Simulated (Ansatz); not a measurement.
# Bi2Se3: the cost of one run

Method: DFT r2SCAN, scalar-relativistic, plane waves, PAW, in Ansatz 0.2.0.

2 further runs of the same task are left out: 1 that didn't finish, 1 set aside as unsound or not needed.

### Step 1. The structure to begin with

It takes space group R-3m (No. 166, trigonal). Conventional cell: a = 4.164 Å, b = 4.164 Å, c = 30.179 Å, α = 90.00°, β = 90.00°, γ = 120.00°. Bi (site symmetry 3m) has 6 Se at 2.86 to 3.09 Å as nearest neighbours. Se (site symmetry -3m) has 6 Bi at 3.09 Å as nearest neighbours. Se (site symmetry 3m) has 3 Bi at 2.86 Å as nearest neighbours.

Structure file:

```cif
data_structure
_symmetry_space_group_name_H-M 'R-3m:H'
_symmetry_Int_Tables_number 166
_cell_length_a 4.1644
_cell_length_b 4.1644
_cell_length_c 30.1789
_cell_angle_alpha 90.000
_cell_angle_beta 90.000
_cell_angle_gamma 120.000
_cell_volume 453.26
loop_
_atom_site_label
_atom_site_type_symbol
_atom_site_symmetry_multiplicity
_atom_site_Wyckoff_symbol
_atom_site_fract_x
_atom_site_fract_y
_atom_site_fract_z
_atom_site_occupancy
Bi1 Bi 6 c 0.66667 0.33333 0.73104 1
Se1 Se 3 a 0.00000 0.00000 0.00000 1
Se2 Se 6 c 0.33333 0.66667 0.88439 1
```

It is the result of an earlier relaxation at this level (volume 30.22 Å³/atom; gap on the mesh: 0.82 eV).

### Step 2. Static run: bands, density of states and charges

The input, input.yaml:

```yaml
crystal:
  lattice:
    - [2.0822200074, 1.2021702818, 10.0596396796]
    - [-2.0822200074, 1.2021702818, 10.0596396796]
    - [0.0, -2.4043405636, 10.0596396796]
  atoms:
    - { symbol: Bi, position: [0.3977065553, 0.3977065553, 0.3977065553] }
    - { symbol: Bi, position: [0.6022934447, 0.6022934447, 0.6022934447] }
    - { symbol: Se, position: [0.0, 0.0, 0.0] }
    - { symbol: Se, position: [0.2177241308, 0.2177241308, 0.2177241308] }
    - { symbol: Se, position: [0.7822758692, 0.7822758692, 0.7822758692] }
basis:
  ecutwfc: 500
kpoints:
  mp_grid: { grid: [12, 12, 12] }
  band_path:
    path:
      - [[0.0, 0.0, 0.0], [0.5, 0.5, 0.5], [0.82381248, 0.17618752, 0.5]]
      - [[0.5, -0.17618752, 0.17618752], [0.5, 0.0, 0.0], [0.0, 0.0, 0.0], [0.33809376, -0.33809376, 0.0]]
      - [[0.66190624, 0.0, 0.33809376], [0.5, 0.0, 0.5], [0.0, 0.0, 0.0]]
    npoints: 14
hamiltonian:
  xc: r2scan
scf:
  occupations: { method: gaussian, width: 0.02 }
  n_extra_bands: 12
output:
  forces: true
  stress: true
  eigenvalues: true
  populations: true
  dos: { projected: true, de: 0.02, nscf_kmesh: { grid: [18, 18, 18] } }
  bader: true
```

Run with:

```sh
$ ansatz run input.yaml --threads 2 --pin off --max-ram 5120MiB --backend cpu --events-out ev --progress --plain --runs-dir out
```

**Question.** How long does this run take on 2 threads of Arm Neoverse V1, shared host, and how much memory does it need?

About 5 min, with a peak of 3.2 GiB.
